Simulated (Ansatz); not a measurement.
# SiPH4OF: small, medium and large basis sets

Aim: see how fast density functionals converge with the basis set for SiPH4OF.

Program: Ansatz 0.2.0, Gaussian basis. Level of theory: one geometry, several basis sets. These are calculated values, not measurements.

Levels to be run: PBE0-D4/def2-SVP; ωB97M-V/def2-SVP; PBE0-D4/def2-QZVPP; ωB97M-V/def2-QZVPP; the functionals' def2-TZVPP values are taken from earlier runs.

### Step 1. The relaxed structure

All runs share one geometry, relaxed beforehand with PBE0-D4 in a triple-zeta def2 set.

SMILES `F[SiH2]OP`, 8 atoms, charge 0, spin multiplicity 1.

Atoms are counted from 1 here; the program's logs count them from 0.

Bond lengths: F1–Si2 1.593 Å, Si2–O3 1.631 Å, Si2–H5 1.479 Å, Si2–H6 1.474 Å, O3–P4 1.653 Å, P4–H7 1.423 Å, P4–H8 1.424 Å. Angles: F1–Si2–O3 109.7°, F1–Si2–H5 107.2°, F1–Si2–H6 108.0°, O3–Si2–H5 110.7°, O3–Si2–H6 107.1°, H5–Si2–H6 114.1°, Si2–O3–P4 129.5°, O3–P4–H7 97.5°, O3–P4–H8 98.5°, H7–P4–H8 92.0°.

### Step 2. PBE0-D4 in def2-SVP

File in.yaml:

```yaml
crystal:
  periodic: [false, false, false]
  atoms:
    - {symbol: F, position_ang: [-1.393408, 1.404659, -1.085982]}
    - {symbol: Si, position_ang: [-0.399604, 1.208781, 0.143789]}
    - {symbol: O, position_ang: [-0.111171, -0.380413, 0.368611]}
    - {symbol: P, position_ang: [0.944425, -1.379098, -0.418851]}
    - {symbol: H, position_ang: [0.851261, 1.925507, -0.187731]}
    - {symbol: H, position_ang: [-1.074029, 1.702990, 1.358060]}
    - {symbol: H, position_ang: [1.269939, -2.214816, 0.686144]}
    - {symbol: H, position_ang: [0.004787, -2.324811, -0.919841]}
basis:
  gaussian: {orbitals: def2-SVP}
hamiltonian: {xc: pbe0, dispersion: d4}
output: {orbitals: {seedname: orbitals}}
```

Started as:

```console
> ansatz run in.yaml --threads 2 --pin off --events-out ev --progress --plain --max-ram 4352MiB
```

The runs that follow: ωB97M-V in def2-SVP; PBE0-D4 in def2-QZVPP; ωB97M-V in def2-QZVPP.

Q: Predict the results of all the runs planned. Wanted: PBE0-D4: double and triple zeta above quadruple; ωB97M-V: double and triple zeta above quadruple.

As calculated:

| quantity | value |
| --- | --- |
| PBE0-D4: double and triple zeta above quadruple | 13.34, 0.87 eV |
| ωB97M-V: double and triple zeta above quadruple | 13.41, 0.82 eV |

In words: For PBE0-D4 the step from double to triple zeta gains 12.46 eV and the next only 0.87 eV. Total energies overstate the basis error of differences, where much of it tends to cancel. The LUMO of ωB97M-V is positive and keeps falling with the basis (2.08 to 1.15 eV): an unbound level that the basis holds in place.
